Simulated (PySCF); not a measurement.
# GeH9NSi2: core binding energies at several levels of theory, part 2 of 3

PySCF 2.14.0. Atoms count from 0. Earlier steps stand in the parts before.

## Step 5: Core holes by ΔSCF: PBE, X2C

Job settings and geometry (Å):

```
{"job": {"kind": "xps", "xc": "PBE"}, "charge": 0, "multiplicity": 1}
N     -1.721460     0.994422    -0.401844
Si    -1.530815    -0.723207    -0.198008
Si     0.754795    -1.180722    -0.488471
Ge     1.934280     0.791919     0.142557
H     -1.401832     1.429549    -1.260791
H     -2.578307     1.434549    -0.082541
H     -2.360608    -1.595923    -1.099816
H     -1.936574    -1.044523     1.205357
H      1.078999    -1.525041    -1.910598
H      1.180651    -2.332647     0.368444
H      1.602270     1.168749     1.597812
H      3.461312     0.604873     0.024115
H      1.528803     1.967165    -0.768073
```

With the program's defaults for keys left out, this is: delta-SCF UKS PBE, pcX-2 on the ionised atom, pcseg-1 elsewhere, spin-free X2C.

Log:

```text
ground state, core basis on atom 0 (N), 153 functions
  cycle   1  E = -2733.53784829  |g| = 5.16e-01
  cycle   2  E = -2733.35343989  |g| = 1.02e+00
  cycle   3  E = -2733.59408983  |g| = 8.54e-02
  cycle   4  E = -2733.59634017  |g| = 2.15e-02
  cycle   5  E = -2733.59652766  |g| = 7.54e-03
  cycle   6  E = -2733.59654922  |g| = 1.00e-03
  cycle   7  E = -2733.59654739  |g| = 1.86e-04
  E(ground) = -2733.60073950 Eh
hole in N 1s of atom 0
  cycle   1  E = -2718.05774577  |g| = 1.88e+00
  cycle   2  E = -2715.29195739  |g| = 2.75e+00
  cycle   3  E = -2718.56296638  |g| = 5.13e-01
  cycle   4  E = -2718.68385397  |g| = 3.00e-01
  cycle   5  E = -2718.75302504  |g| = 8.60e-02
  cycle   6  E = -2718.75783128  |g| = 1.18e-02
  cycle   7  E = -2718.75793271  |g| = 3.18e-03
  cycle   8  E = -2718.75794100  |g| = 1.07e-03
  cycle   9  E = -2718.75794223  |g| = 3.43e-04
  E(ion) = -2718.76211037 Eh   <S^2> = 0.7584   hole on atom = 1.000   binding energy = 403.780 eV
ground state, core basis on atom 1 (Si), 164 functions
  cycle   1  E = -2733.65252766  |g| = 2.68e-01
  cycle   2  E = -2733.65250643  |g| = 4.70e-02
  cycle   3  E = -2733.65233236  |g| = 4.67e-02
  cycle   4  E = -2733.65273282  |g| = 1.46e-02
  cycle   5  E = -2733.65277843  |g| = 2.48e-03
  cycle   6  E = -2733.65278192  |g| = 2.30e-04
  E(ground) = -2733.65682357 Eh
hole in Si 1s of atom 1
  cycle   1  E = -2664.82377601  |g| = 4.42e+00
  cycle   2  E = -2663.85658432  |g| = 2.63e+00
  cycle   3  E = -2664.76328162  |g| = 1.17e+00
  cycle   4  E = -2665.80282742  |g| = 4.05e-01
  cycle   5  E = -2665.91130256  |g| = 1.26e-01
  cycle   6  E = -2665.91779856  |g| = 8.41e-02
  cycle   7  E = -2665.92066991  |g| = 3.00e-02
  cycle   8  E = -2665.92120772  |g| = 3.68e-03
  cycle   9  E = -2665.92121770  |g| = 9.94e-04
  cycle  10  E = -2665.92121902  |g| = 3.16e-04
  E(ion) = -2665.92525934 Eh   <S^2> = 0.7514   hole on atom = 1.000   binding energy = 1843.070 eV
hole in Si 2p of atom 1
  cycle   1  E = -2729.41260578  |g| = 1.23e+00
  cycle   2  E = -2728.80183148  |g| = 1.45e+00
  cycle   3  E = -2729.65285654  |g| = 3.56e-01
  cycle   4  E = -2729.73986558  |g| = 1.56e-01
  cycle   5  E = -2729.74781047  |g| = 1.07e-01
  cycle   6  E = -2729.75346675  |g| = 1.36e-02
  cycle   7  E = -2729.75359151  |g| = 2.77e-03
  cycle   8  E = -2729.75359753  |g| = 7.47e-04
  cycle   9  E = -2729.75359471  |g| = 2.10e-04
  E(ion) = -2729.75764677 Eh   <S^2> = 0.7517   hole on atom = 1.002   binding energy = 106.102 eV
  2p3/2 = 105.911 eV   2p1/2 = 106.535 eV
ground state, core basis on atom 2 (Si), 164 functions
  cycle   1  E = -2733.64638518  |g| = 2.66e-01
  cycle   2  E = -2733.64637637  |g| = 3.71e-02
  cycle   3  E = -2733.64620580  |g| = 3.91e-02
  cycle   4  E = -2733.64655894  |g| = 1.19e-02
  cycle   5  E = -2733.64659165  |g| = 2.63e-03
  cycle   6  E = -2733.64659067  |g| = 1.94e-04
  E(ground) = -2733.65079758 Eh
hole in Si 1s of atom 2
  cycle   1  E = -2664.82655656  |g| = 4.42e+00
  cycle   2  E = -2662.70526412  |g| = 2.78e+00
  cycle   3  E = -2656.75871718  |g| = 2.73e+00
  cycle   4  E = -2665.83786658  |g| = 3.87e-01
  cycle   5  E = -2665.84788502  |g| = 3.86e-01
  cycle   6  E = -2665.93438809  |g| = 7.71e-02
  cycle   7  E = -2665.93759334  |g| = 1.76e-02
  cycle   8  E = -2665.93776919  |g| = 7.66e-03
  cycle   9  E = -2665.93780773  |g| = 1.37e-03
  cycle  10  E = -2665.93780875  |g| = 2.84e-04
  E(ion) = -2665.94198575 Eh   <S^2> = 0.7516   hole on atom = 1.000   binding energy = 1842.451 eV
hole in Si 2p of atom 2
  cycle   1  E = -2729.41198258  |g| = 1.23e+00
  cycle   2  E = -2728.75898577  |g| = 1.47e+00
  cycle   3  E = -2729.65338226  |g| = 3.95e-01
  cycle   4  E = -2729.74334996  |g| = 2.12e-01
  cycle   5  E = -2729.75780990  |g| = 1.08e-01
  cycle   6  E = -2729.76465239  |g| = 7.01e-03
  cycle   7  E = -2729.76468311  |g| = 2.69e-03
  cycle   8  E = -2729.76468671  |g| = 8.61e-04
  cycle   9  E = -2729.76468655  |g| = 1.27e-04
  E(ion) = -2729.76888311 Eh   <S^2> = 0.7523   hole on atom = 1.002   binding energy = 105.632 eV
  2p3/2 = 105.409 eV   2p1/2 = 106.032 eV
```

Run time: 25 s. Hardware: 1 thread of Intel Xeon Platinum 8259CL at 2.50GHz, shared host; peak memory 0.61 GiB.

Binding energies by hole, beside the orbital energy of the ground state; the difference holds orbital relaxation and, for a density functional, its self-interaction error:

```tsv
hole	stands for	environment	ΔSCF (eV; 2p as the shell's mean)	−ε (eV)	⟨S²⟩
N1s on N0	N0	nitrogen bonded to Si, 2 H	403.78	380.4	0.758
Si1s on Si1	Si1	silicon bonded to N, Si, 2 H	1843.07	1783.6	0.751
Si2p on Si1	Si1	silicon bonded to N, Si, 2 H	106.12	94.1	0.752
Si1s on Si2	Si2	silicon bonded to Ge, Si, 2 H	1842.45	1783.4	0.752
Si2p on Si2	Si2	silicon bonded to Ge, Si, 2 H	105.62	94.0	0.752
```

With the spin-orbit splitting: Si1 2p3/2 105.91, 2p1/2 106.53 eV; Si2 2p3/2 105.41, 2p1/2 106.03 eV. The table gives each 2p level as the mean over the whole 2p shell (two parts 2p3/2, one part 2p1/2), which differs a little from the single hole in the log.

## Step 6: Core holes by ΔSCF: HF, X2C

Settings changed since step 5:

```diff
@@ -1,2 +1,2 @@
-{"job": {"kind": "xps", "xc": "PBE"}, "charge": 0, "multiplicity": 1}
+{"job": {"kind": "xps", "xc": "HF"}, "charge": 0, "multiplicity": 1}
 N     -1.721460     0.994422    -0.401844
```

Method: delta-SCF UKS HF, pcX-2 on the ionised atom, pcseg-1 elsewhere, spin-free X2C.

Log:

```text
ground state, core basis on atom 0 (N), 153 functions
  cycle   1  E = -2730.94298350  |g| = 3.44e-01
  cycle   2  E = -2730.99101114  |g| = 1.13e-01
  cycle   3  E = -2730.99555877  |g| = 5.21e-02
  cycle   4  E = -2730.99642156  |g| = 8.77e-03
  cycle   5  E = -2730.99646193  |g| = 2.00e-03
  cycle   6  E = -2730.99646527  |g| = 5.62e-04
  cycle   7  E = -2730.99646555  |g| = 1.39e-04
  E(ground) = -2730.99646555 Eh
hole in N 1s of atom 0
  cycle   1  E = -2715.44385991  |g| = 1.84e+00
  cycle   2  E = -2715.87361059  |g| = 9.95e-01
  cycle   3  E = -2716.13410547  |g| = 1.04e-01
  cycle   4  E = -2716.13785438  |g| = 2.05e-02
  cycle   5  E = -2716.13837984  |g| = 1.03e-02
  cycle   6  E = -2716.13856503  |g| = 3.06e-03
  cycle   7  E = -2716.13858143  |g| = 8.52e-04
  cycle   8  E = -2716.13858254  |g| = 2.75e-04
  E(ion) = -2716.13858254 Eh   <S^2> = 0.7756   hole on atom = 1.000   binding energy = 404.304 eV
ground state, core basis on atom 1 (Si), 164 functions
  cycle   1  E = -2731.05386555  |g| = 7.39e-02
  cycle   2  E = -2731.05408727  |g| = 1.00e-02
  cycle   3  E = -2731.05410332  |g| = 4.76e-03
  cycle   4  E = -2731.05410839  |g| = 8.18e-04
  cycle   5  E = -2731.05410872  |g| = 2.25e-04
  E(ground) = -2731.05410872 Eh
hole in Si 1s of atom 1
  cycle   1  E = -2662.10578929  |g| = 4.32e+00
  cycle   2  E = -2663.05162331  |g| = 1.02e+00
  cycle   3  E = -2663.16229151  |g| = 9.76e-02
  cycle   4  E = -2663.16550284  |g| = 2.65e-02
  cycle   5  E = -2663.16585725  |g| = 7.47e-03
  cycle   6  E = -2663.16590923  |g| = 3.10e-03
  cycle   7  E = -2663.16592604  |g| = 1.53e-03
  cycle   8  E = -2663.16593271  |g| = 6.68e-04
  cycle   9  E = -2663.16593419  |g| = 2.14e-04
  E(ion) = -2663.16593419 Eh   <S^2> = 0.7548   hole on atom = 1.000   binding energy = 1847.331 eV
hole in Si 2p of atom 1
  cycle   1  E = -2726.81963125  |g| = 1.21e+00
  cycle   2  E = -2727.11027395  |g| = 4.14e-01
  cycle   3  E = -2727.14739932  |g| = 3.55e-02
  cycle   4  E = -2727.14819344  |g| = 1.55e-02
  cycle   5  E = -2727.14838863  |g| = 6.78e-03
  cycle   6  E = -2727.14845777  |g| = 3.53e-03
  cycle   7  E = -2727.14848674  |g| = 1.60e-03
  cycle   8  E = -2727.14849453  |g| = 5.00e-04
  cycle   9  E = -2727.14849521  |g| = 1.28e-04
  E(ion) = -2727.14849521 Eh   <S^2> = 0.7598   hole on atom = 1.002   binding energy = 106.277 eV
  2p3/2 = 106.088 eV   2p1/2 = 106.683 eV
ground state, core basis on atom 2 (Si), 164 functions
  cycle   1  E = -2731.04750872  |g| = 7.18e-02
  cycle   2  E = -2731.04766699  |g| = 5.60e-03
  cycle   3  E = -2731.04767453  |g| = 1.35e-03
  cycle   4  E = -2731.04767539  |g| = 6.14e-04
  cycle   5  E = -2731.04767556  |g| = 1.76e-04
  E(ground) = -2731.04767556 Eh
hole in Si 1s of atom 2
  cycle   1  E = -2662.11239498  |g| = 4.32e+00
  cycle   2  E = -2663.06771692  |g| = 1.04e+00
  cycle   3  E = -2663.18603807  |g| = 9.15e-02
  cycle   4  E = -2663.18873075  |g| = 1.70e-02
  cycle   5  E = -2663.18890274  |g| = 5.29e-03
  cycle   6  E = -2663.18893796  |g| = 2.86e-03
  cycle   7  E = -2663.18895193  |g| = 1.65e-03
  cycle   8  E = -2663.18896139  |g| = 6.97e-04
  cycle   9  E = -2663.18896326  |g| = 2.17e-04
  E(ion) = -2663.18896326 Eh   <S^2> = 0.7555   hole on atom = 1.000   binding energy = 1846.530 eV
hole in Si 2p of atom 2
  cycle   1  E = -2726.82257080  |g| = 1.21e+00
  cycle   2  E = -2727.12428236  |g| = 4.23e-01
  cycle   3  E = -2727.16339931  |g| = 2.81e-02
  cycle   4  E = -2727.16404332  |g| = 1.12e-02
  cycle   5  E = -2727.16419796  |g| = 5.98e-03
  cycle   6  E = -2727.16427231  |g| = 3.35e-03
  cycle   7  E = -2727.16430203  |g| = 1.57e-03
  cycle   8  E = -2727.16431118  |g| = 5.16e-04
  cycle   9  E = -2727.16431198  |g| = 1.98e-04
  E(ion) = -2727.16431198 Eh   <S^2> = 0.7654   hole on atom = 1.002   binding energy = 105.672 eV
  2p3/2 = 105.468 eV   2p1/2 = 106.062 eV
```

Run time: 30 s. Hardware: 1 thread of Intel Xeon Platinum 8259CL at 2.50GHz, shared host; peak memory 0.66 GiB.

Binding energies by hole, beside the orbital energy of the ground state; the difference holds orbital relaxation and, for a density functional, its self-interaction error:

```tsv
hole	stands for	environment	ΔSCF (eV; 2p as the shell's mean)	−ε (eV)	⟨S²⟩
N1s on N0	N0	nitrogen bonded to Si, 2 H	404.30	423.2	0.776
Si1s on Si1	Si1	silicon bonded to N, Si, 2 H	1847.33	1876.2	0.755
Si2p on Si1	Si1	silicon bonded to N, Si, 2 H	106.29	115.2	0.760
Si1s on Si2	Si2	silicon bonded to Ge, Si, 2 H	1846.53	1875.8	0.756
Si2p on Si2	Si2	silicon bonded to Ge, Si, 2 H	105.67	115.0	0.765
```

With the spin-orbit splitting: Si1 2p3/2 106.09, 2p1/2 106.68 eV; Si2 2p3/2 105.47, 2p1/2 106.06 eV. The table gives each 2p level as the mean over the whole 2p shell (two parts 2p3/2, one part 2p1/2), which differs a little from the single hole in the log.

## Step 7: Core-electron binding energies: SCAN, X2C

Settings changed since step 6:

```diff
@@ -1,2 +1,2 @@
-{"job": {"kind": "xps", "xc": "HF"}, "charge": 0, "multiplicity": 1}
+{"job": {"kind": "xps", "basis": "pcX-1"}, "charge": 0, "multiplicity": 1}
 N     -1.721460     0.994422    -0.401844
```

With the program's defaults for keys left out, this is: delta-SCF UKS SCAN, pcX-1 on the ionised atom, pcseg-1 elsewhere, spin-free X2C.

Log:

```text
ground state, core basis on atom 0 (N), 132 functions
  cycle   1  E = -2734.14391949  |g| = 4.57e-01
  cycle   2  E = -2734.06005340  |g| = 7.63e-01
  cycle   3  E = -2734.18752281  |g| = 6.66e-02
  cycle   4  E = -2734.18869027  |g| = 1.81e-02
  cycle   5  E = -2734.18880197  |g| = 5.87e-03
  cycle   6  E = -2734.18881001  |g| = 1.48e-03
  cycle   7  E = -2734.18881295  |g| = 2.33e-04
  E(ground) = -2734.38436705 Eh
hole in N 1s of atom 0
  cycle   1  E = -2718.62025615  |g| = 1.85e+00
  cycle   2  E = -2717.86990828  |g| = 2.05e+00
  cycle   3  E = -2719.24982839  |g| = 4.00e-01
  cycle   4  E = -2719.30755135  |g| = 1.12e-01
  cycle   5  E = -2719.31598067  |g| = 3.96e-02
  cycle   6  E = -2719.31725084  |g| = 5.31e-03
  cycle   7  E = -2719.31727419  |g| = 1.96e-03
  cycle   8  E = -2719.31728054  |g| = 8.47e-04
  cycle   9  E = -2719.31728015  |g| = 4.11e-04
  E(ion) = -2719.51197056 Eh   <S^2> = 0.7642   hole on atom = 1.000   binding energy = 404.699 eV
ground state, core basis on atom 1 (Si), 144 functions
  cycle   1  E = -2734.28572442  |g| = 1.86e-01
  cycle   2  E = -2734.28501709  |g| = 7.58e-02
  cycle   3  E = -2734.28461058  |g| = 8.35e-02
  cycle   4  E = -2734.28623875  |g| = 6.46e-03
  cycle   5  E = -2734.28624198  |g| = 4.27e-04
  E(ground) = -2734.44134373 Eh
hole in Si 1s of atom 1
  cycle   1  E = -2665.35456874  |g| = 4.35e+00
  cycle   2  E = -2665.33909777  |g| = 2.14e+00
  cycle   3  E = -2665.96083516  |g| = 7.96e-01
  cycle   4  E = -2666.36912404  |g| = 2.80e-01
  cycle   5  E = -2666.41249672  |g| = 1.25e-01
  cycle   6  E = -2666.41936983  |g| = 4.00e-02
  cycle   7  E = -2666.42016574  |g| = 8.80e-03
  cycle   8  E = -2666.42022379  |g| = 2.19e-03
  cycle   9  E = -2666.42022929  |g| = 5.12e-04
  cycle  10  E = -2666.42023128  |g| = 1.42e-04
  E(ion) = -2666.58393828 Eh   <S^2> = 0.7522   hole on atom = 1.000   binding energy = 1846.494 eV
hole in Si 2p of atom 1
  cycle   1  E = -2730.01266485  |g| = 1.23e+00
  cycle   2  E = -2729.79392283  |g| = 1.14e+00
  cycle   3  E = -2730.28792648  |g| = 2.75e-01
  cycle   4  E = -2730.33762254  |g| = 1.08e-01
  cycle   5  E = -2730.34205809  |g| = 6.03e-02
  cycle   6  E = -2730.34395587  |g| = 7.62e-03
  cycle   7  E = -2730.34399545  |g| = 2.40e-03
  cycle   8  E = -2730.34400130  |g| = 4.38e-04
  E(ion) = -2730.51073003 Eh   <S^2> = 0.7521   hole on atom = 1.002   binding energy = 106.957 eV
  2p3/2 = 106.769 eV   2p1/2 = 107.391 eV
ground state, core basis on atom 2 (Si), 144 functions
  cycle   1  E = -2734.28399601  |g| = 1.81e-01
  cycle   2  E = -2734.28404303  |g| = 3.74e-02
  cycle   3  E = -2734.28405965  |g| = 3.37e-02
  cycle   4  E = -2734.28441647  |g| = 8.25e-03
  cycle   5  E = -2734.28443186  |g| = 2.52e-03
  cycle   6  E = -2734.28443049  |g| = 1.80e-04
  E(ground) = -2734.43964975 Eh
hole in Si 1s of atom 2
  cycle   1  E = -2665.36401902  |g| = 4.35e+00
  cycle   2  E = -2665.43526544  |g| = 2.12e+00
  cycle   3  E = -2666.01599862  |g| = 7.58e-01
  cycle   4  E = -2666.38708740  |g| = 2.82e-01
  cycle   5  E = -2666.43984397  |g| = 9.98e-02
  cycle   6  E = -2666.44360913  |g| = 4.12e-02
  cycle   7  E = -2666.44446086  |g| = 4.67e-03
  cycle   8  E = -2666.44447377  |g| = 2.11e-03
  cycle   9  E = -2666.44447695  |g| = 4.81e-04
  E(ion) = -2666.60833525 Eh   <S^2> = 0.7526   hole on atom = 1.000   binding energy = 1845.784 eV
hole in Si 2p of atom 2
  cycle   1  E = -2730.01980792  |g| = 1.23e+00
  cycle   2  E = -2729.82457977  |g| = 1.13e+00
  cycle   3  E = -2730.31702639  |g| = 2.37e-01
  cycle   4  E = -2730.35715497  |g| = 9.27e-02
  cycle   5  E = -2730.36122831  |g| = 4.98e-02
  cycle   6  E = -2730.36248972  |g| = 3.70e-03
  cycle   7  E = -2730.36249361  |g| = 1.69e-03
  cycle   8  E = -2730.36249593  |g| = 4.42e-04
  E(ion) = -2730.52932073 Eh   <S^2> = 0.7524   hole on atom = 1.002   binding energy = 106.405 eV
  2p3/2 = 106.208 eV   2p1/2 = 106.828 eV
```

It took 28 s on 1 thread of Intel Xeon Platinum 8259CL at 2.50GHz, shared host; peak memory 0.48 GiB.

The holes in one table. −ε is the ground-state orbital energy:

```tsv
hole	stands for	environment	ΔSCF (eV; 2p as the shell's mean)	−ε (eV)	⟨S²⟩
N1s on N0	N0	nitrogen bonded to Si, 2 H	404.70	385.5	0.764
Si1s on Si1	Si1	silicon bonded to N, Si, 2 H	1846.49	1793.5	0.752
Si2p on Si1	Si1	silicon bonded to N, Si, 2 H	106.98	96.4	0.752
Si1s on Si2	Si2	silicon bonded to Ge, Si, 2 H	1845.78	1793.2	0.753
Si2p on Si2	Si2	silicon bonded to Ge, Si, 2 H	106.41	96.1	0.752
```

With the spin-orbit splitting: Si1 2p3/2 106.77, 2p1/2 107.39 eV; Si2 2p3/2 106.21, 2p1/2 106.83 eV. The table gives each 2p level as the mean over the whole 2p shell (two parts 2p3/2, one part 2p1/2), which differs a little from the single hole in the log.

(Continued in part 3 of 3.)
